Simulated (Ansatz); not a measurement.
Write a Python script for Ansatz 0.2.0, Python API that makes a single point in a Gaussian basis of C2H8OSSi, SMILES OCSC[SiH3]. Use: r2SCAN, def2-TZVP basis, multiplicity 1.

Contents of `c2h8ossi.xyz`:
```text
13

O    -1.83370   -0.44280    1.46870
C    -0.71160   -1.14890    1.21330
S     0.71080   -0.06780    1.27540
C     0.46390    1.05580   -0.11580
Si    0.92660    0.29410   -1.73710
H    -1.65690    0.19550    2.20540
H    -0.76260   -1.64740    0.25190
H    -0.58230   -1.89620    1.98220
H    -0.66590    1.33340   -0.07620
H     0.95280    1.97010    0.08630
H     0.19940   -0.97570   -1.96270
H     0.64260    1.23830   -2.82290
H     2.33740    0.05700   -1.75370
```

`energy.py`
```python
# -*- coding: utf-8 -*-
'''Single point of C2H8OSSi.'''

from pathlib import Path

import ansatz as az
import numpy as np

BASIS = 'def2-TZVP'
FUNCTIONAL = 'r2SCAN'

geometry = az.Crystal.molecule_from_extxyz('c2h8ossi.xyz')

job = geometry.calculation().basis(gaussian=BASIS).functional(FUNCTIONAL).forces().orbitals()
outcome = job.run(threads=1, runs_dir='runs')
summary = outcome.report

print('reference energy %16.6f eV' % summary['reference_energy_ev'])
print('total energy     %16.6f eV' % summary['free_energy_ev'])
print('occupied orbitals outside the frozen core (up, down):', summary['n_occupied'], ' frozen:', summary['n_frozen'], ' virtual:', summary['n_virtual'])

symbols = [site.symbol for site in geometry.cartesian_sites]
print('forces (eV/A)')
for symbol, f in zip(symbols, summary['forces_ev_ang']):
    print(f'  {symbol:2s} {f[0]:9.4f} {f[1]:9.4f} {f[2]:9.4f}')

charges = summary['charge_distribution']
print('dipole moment', round(4.803205 * float(np.linalg.norm(charges['dipole_moment_e_ang'])), 3), 'D')
print('Mulliken:', [(s, round(q, 3)) for s, q in zip(symbols, charges['mulliken_charges_e'])])

lines = Path(summary['orbitals_path']).read_text().splitlines()
field_of = lambda key: [line.split('=')[1].strip() for line in lines if line.startswith(key)]
orbitals = [(27.211386 * float(e), s, float(n)) for e, s, n in zip(field_of('Ene='), field_of('Spin='), field_of('Occup='))]
homo = max(e for e, _, n in orbitals if n > 0.5)
lumo = min(e for e, _, n in orbitals if n < 0.5)
for e, spin, n in sorted(orbitals):
    if homo - 15 < e < lumo + 5:
        print(f'{spin:6s} {e:10.3f} eV  occupation {n:.0f}')
```

```console
$ python energy.py
reference energy    -22962.270475 eV
total energy        -22962.270475 eV
occupied orbitals outside the frozen core (up, down): [29, 29]  frozen: 0  virtual: [186, 186]
forces (eV/A)
  O    -2.4207    1.7244    0.5786
  C     1.0725   -0.1923   -0.0806
  S     1.6062   -0.0884    0.6129
  C    -3.2936   -0.5507    0.1053
  Si   -0.5184    0.0364   -0.1830
  H    -0.0940   -0.8358   -0.7906
  H    -0.3363   -0.0204   -0.2940
  H     0.7060   -0.5308    0.3242
  H     1.6502   -0.3814   -0.2807
  H     0.8358    0.9600    0.3335
  H    -0.0619   -0.0314    0.0119
  H    -0.2056    0.2016   -0.3534
  H     1.0599   -0.2912    0.0158
dipole moment 0.79 D
Mulliken: [('O', -0.45), ('C', 0.031), ('S', -0.15), ('C', -0.328), ('Si', 0.239), ('H', 0.308), ('H', 0.112), ('H', 0.097), ('H', 0.134), ('H', 0.145), ('H', -0.045), ('H', -0.053), ('H', -0.04)]
Alpha     -18.349 eV  occupation 2
Alpha     -16.011 eV  occupation 2
Alpha     -13.675 eV  occupation 2
Alpha     -13.220 eV  occupation 2
Alpha     -12.105 eV  occupation 2
Alpha     -11.715 eV  occupation 2
Alpha     -10.577 eV  occupation 2
Alpha      -9.766 eV  occupation 2
Alpha      -9.205 eV  occupation 2
Alpha      -8.694 eV  occupation 2
Alpha      -8.589 eV  occupation 2
Alpha      -7.540 eV  occupation 2
Alpha      -6.996 eV  occupation 2
Alpha      -5.609 eV  occupation 2
Alpha      -0.003 eV  occupation 0
Alpha       0.289 eV  occupation 0
Alpha       0.885 eV  occupation 0
Alpha       1.046 eV  occupation 0
Alpha       1.187 eV  occupation 0
Alpha       1.331 eV  occupation 0
Alpha       1.961 eV  occupation 0
Alpha       2.069 eV  occupation 0
Alpha       2.716 eV  occupation 0
Alpha       2.855 eV  occupation 0
Alpha       3.468 eV  occupation 0
Alpha       3.573 eV  occupation 0
Alpha       4.772 eV  occupation 0
```

Total energies depend on the basis set; only differences at equal settings carry meaning. The geometry is a force-field or estimated start, not a minimum of this method, and the basis set is short of its limit. Alpha marks a spatial orbital of a restricted run, filled by both spins. Levels such as HOMO and LUMO are orbital energies: with these approximate functionals they aren't the ionisation energy and electron affinity, and their gap isn't the fundamental gap. Finished in 21 s on 1 thread of Arm Neoverse V1, with other jobs on the host, peak memory 0.37 GiB.

(A comment or docstring line of the script was reworded after the run, the code is as it ran; lines on the test bed's own set-up are left out of the output.)
